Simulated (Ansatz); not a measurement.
# SbAs2: the cost of one run

Computed with Ansatz 0.2.0 (DFT PBE, scalar-relativistic, plane waves, PAW, unless a step's input says otherwise).

1 further run of the same task is left out (it didn't finish).

## Step 1: Starting point

It takes space group Fd-3m (No. 227, cubic). The conventional cell has a = 8.551 Å, b = 8.551 Å, c = 8.551 Å, α = 90.00°, β = 90.00°, γ = 90.00°. Sb (site symmetry -43m) has 12 As at 3.55 Å and 4 Sb at 3.70 Å in its first shell of neighbours. Around As (site symmetry -3m) lie 6 As at 3.02 Å and 6 Sb at 3.55 Å.

Structure file:

```cif
data_structure
_symmetry_space_group_name_H-M 'P 1'
_symmetry_Int_Tables_number 1
_cell_length_a 6.0468
_cell_length_b 6.0468
_cell_length_c 6.0468
_cell_angle_alpha 60.000
_cell_angle_beta 60.000
_cell_angle_gamma 60.000
_cell_volume 156.34
loop_
_atom_site_label
_atom_site_type_symbol
_atom_site_fract_x
_atom_site_fract_y
_atom_site_fract_z
_atom_site_occupancy
Sb1 Sb 0.50000 0.50000 0.50000 1
Sb2 Sb 0.75000 0.75000 0.75000 1
As1 As 0.12500 0.12500 0.12500 1
As2 As 0.62500 0.12500 0.12500 1
As3 As 0.12500 0.62500 0.12500 1
As4 As 0.12500 0.12500 0.62500 1
```

A structure generator made this guess: species swapped into a database cell of SmRu2 (Fd-3m, No. 227), with Sb on the Sm sites and As on the Ru sites. The dimensions are guesses.

## Step 2: A first look at the guess

Input file input.yaml:

```yaml
crystal:
  lattice:
    - [0.0, 4.27573215, 4.27573215]
    - [4.27573215, 0.0, 4.27573215]
    - [4.27573215, 4.27573215, 0.0]
  atoms:
    - { symbol: Sb, position: [0.5, 0.5, 0.5] }
    - { symbol: Sb, position: [0.75, 0.75, 0.75] }
    - { symbol: As, position: [0.125, 0.125, 0.125] }
    - { symbol: As, position: [0.625, 0.125, 0.125] }
    - { symbol: As, position: [0.125, 0.625, 0.125] }
    - { symbol: As, position: [0.125, 0.125, 0.625] }
basis:
  ecutwfc: 420
kpoints:
  mp_grid: { grid: [4, 4, 4] }
hamiltonian:
  xc: pbe
scf:
  occupations: { method: gaussian, width: 0.1 }
  lower_state_search: "off"
output:
  forces: true
  stress: true
  eigenvalues: true
```

Launch:

```
> ansatz run input.yaml --threads 1 --pin off --max-ram 2560MiB --backend cpu --events-out ev --progress --plain --runs-dir out
```

What time and memory should one allow on 1 thread of Arm Neoverse N1, shared host?

About 6.8 s, with a peak of 0.48 GiB.
